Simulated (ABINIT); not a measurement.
Runs of ABINIT 10.8.3 (patched build) on BiTe. It takes space group Fm-3m (No. 225, cubic). Conventional cell: a = 6.470 Å, b = 6.470 Å, c = 6.470 Å, α = 90.00°, β = 90.00°, γ = 90.00°. Bi (site symmetry m-3m) has 6 Te at 3.23 Å as nearest neighbours. Te (site symmetry m-3m) is surrounded by 6 Bi at 3.23 Å. 

```tsv
task	level	potentials or basis	cell	k mesh	cutoff (eV)	bands in the sums	broadening (eV)	scissor shift (eV)	tensor components	cell freedom (optcell)	gap on the mesh (eV)	pressure (GPa)
optical spectrum	PBEsol	PseudoDojo NC SR PBEsol v0.4.1 standard	as given	6 × 6 × 6, with 4 shifts	1088	28	0.1	0	[11]	-	-	-1.7
relaxation of cell and atoms	PBE	PseudoDojo NC SR PBE v0.4.1 standard	relaxed	5 × 5 × 5	1088	-	-	-	-	2	none	0.0
single point	PBEsol	PseudoDojo NC SR PBEsol v0.4 stringent	as given	5 × 5 × 5	1279	-	-	-	-	-	none	-2.1
single point	PBE	PseudoDojo NC SR PBE v0.4.1 standard	as given	5 × 5 × 5	952	-	-	-	-	-	none	(a)
optical spectrum	LDA	PseudoDojo NC SR LDA v0.4.1 standard	as given	6 × 6 × 6, with 4 shifts	952	22	0.05	0	[11]	-	-	-2.9
```

Alike in all rows: no spin polarisation; smearing fermi-dirac 0.05 eV.

Q: Fill in the values left out.

A: (a) 0.6.

Caveats: spin-orbit coupling is left out, which moves the levels of the heavy elements; the intraband (Drude) term is left out (some runs); spectra need much finer meshes, so this one isn't converged (some runs).

A k mesh can miss the band edges, and the runs leave out spin-orbit coupling on Bi, Te.

A gap of «none» marks a metal or a gap under the smearing width.

Not every run made on this cell is shown here.
